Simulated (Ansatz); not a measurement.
# AlRu: elastic constants

Aim: the elastic tensor from the stress of slightly strained cells, and the moduli that follow. Runs: cell and atoms relaxed (PAW); reference run (PAW and LAPW).

Method: DFT PBEsol, frozen-core PAW and all-electron LAPW, scalar-relativistic unless said, in Ansatz 0.2.0.

1 further run of the same task is left out (set aside as unsound or not needed).

## 1. The structure to begin with

It takes space group Pm-3m (No. 221, cubic). The conventional cell has a = 2.992 Å, b = 2.992 Å, c = 2.992 Å, α = 90.00°, β = 90.00°, γ = 90.00°. Around Al (site symmetry m-3m) lie 8 Ru at 2.59 Å. Ru (site symmetry m-3m) is surrounded by 8 Al at 2.59 Å.

As a file:

```
CELL_PARAMETERS angstrom
2.99160 0.00000 0.00000
0.00000 2.99160 0.00000
0.00000 0.00000 2.99160
ATOMIC_POSITIONS crystal
Al 0.00000 0.00000 0.00000
Ru 0.50000 0.50000 0.50000
```

Cartesian axes are those of the input's lattice vectors. The structure goes back to a database entry.

## 2. Cell and atoms relaxed, PAW

input.yaml

```yaml
crystal:
  lattice:
    - [2.9916, 0.0, 0.0]
    - [0.0, 2.9916, 0.0]
    - [0.0, 0.0, 2.9916]
  atoms:
    - { symbol: Al, position: [0.0, 0.0, 0.0] }
    - { symbol: Ru, position: [0.5, 0.5, 0.5] }
kpoints:
  mp_grid: { grid: [14, 14, 14] }
scf:
  occupations: { method: fermi_dirac, width: 0.1 }
hamiltonian:
  xc: pbesol
  pseudopotentials: { kind: paw }
relax:
  f_tol: 0.002
  max_steps: 80
  cell: {}
output:
  forces: true
  stress: true
```

Started as:

```bash
> ansatz run input.yaml --threads 1 --pin off --max-ram 2560MiB --backend cpu --events-out ev --progress --plain --runs-dir out
```

## 3. Reference run, PAW

input.yaml

```yaml
crystal:
  lattice:
    - [2.97724186186, 0.0, 0.0]
    - [0.0, 2.97724186186, 0.0]
    - [0.0, 0.0, 2.97724186186]
  atoms:
    - { symbol: Al, position: [0.0, 0.0, 0.0] }
    - { symbol: Ru, position: [0.5, 0.5, 0.5] }
kpoints:
  mp_grid: { grid: [14, 14, 14] }
scf:
  occupations: { method: fermi_dirac, width: 0.1 }
hamiltonian:
  xc: pbesol
  pseudopotentials: { kind: paw }
elastic:
  mode: relaxed_ion
  stencil: two_point
  amplitude: 0.008
```

## 4. Reference run, LAPW

Edit input.yaml of step 3 so:

```diff
@@ -14,3 +14,3 @@
   xc: pbesol
-  pseudopotentials: { kind: paw }
+  pseudopotentials: { kind: all_electron, lapw: { basis_error: 0.001 } }
 elastic:
```

(Steps that only read results are left out.)

**Question.** What will these runs give? Wanted: C11; C12; C44; bulk, shear and Young's modulus; Debye temperature from sound speeds; universal anisotropy index.

As calculated:

```
                           quantity              value
                          C11 (PAW)            335 GPa
                          C12 (PAW)            160 GPa
                          C44 (PAW)            135 GPa
    bulk, shear and Young's modulus  219, 114, 290 GPa
Debye temperature from sound speeds              525 K
         universal anisotropy index               0.23
```

In words: All eigenvalues are positive, so the crystal is mechanically stable; by PAW K = 219 and G = 114 GPa, K/G = 1.92, on the ductile side of Pugh's rough line at 1.75, which was drawn for metals. Young's modulus runs from 232 to 336 GPa with direction. Cautions: frozen-core PAW files fitted under PBE, their cores solved anew for the functional of the run; responses of metals move with mesh and smearing.
